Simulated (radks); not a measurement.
**Se⁴⁺ in [Ar] 3d10 4s1 5s1: an all-electron calculation**

An exercise on one series of results from a longer session: the logs are not shown, and one member is left open.

Method: Dirac Kohn-Sham, B86b exchange with PBE correlation, spin-unpolarised, spherical densities, point nucleus. Code: radks (a radial shooting solver on a logarithmic mesh, Libxc functionals) version 1.

## The system

```
element       : selenium (Z = 34)
charge        : +4
electrons     : 30
configuration : [Ar] 3d10 4s1 5s1
```

Outer shells as boxes (Hund's rule):

Se⁴⁺
```
[Ar] core
3d [↑↓][↑↓][↑↓][↑↓][↑↓]
4s [↑ ]
5s [↑ ]
```

Set-up of the first run:

Settings of this run:

```text
Z 34
configuration [Ar] 3d10 4s1 5s1
relativity Dirac
functional b86_mgc,pbe
spin unpolarised
j_filling energy
nucleus point
c 137.035999084
```

One of the session's tables, all rows but one given; the rest of the session is left out.

It belongs to the step «Shells». Radial moments (bohr):

```
level      <r>  outermost maximum (interpolated)  90 % within  nodes
1s1/2  0.04407                            0.0288       0.0788      0
2s1/2   0.1956                             0.165        0.303      1
2p1/2        ?                                 ?            ?      ?
2p3/2   0.1722                             0.133        0.281      0
3s1/2   0.5730                             0.502        0.854      2
3p1/2   0.5808                             0.494        0.888      1
3p3/2   0.5911                             0.503        0.904      1
3d3/2   0.6179                             0.450         1.02      0
3d5/2   0.6218                             0.453         1.03      0
4s1/2    1.553                              1.39         2.25      3
5s1/2    3.250                              3.17         4.55      4
```

**Question.** Estimate the row for 2p1/2.

**Answer.** <r>: 0.1685; outermost maximum (interpolated): 0.130; 90 % within: 0.276; nodes: 0. In the column «<r>» it lies between 1s1/2 (0.04407) and 2p3/2 (0.1722).
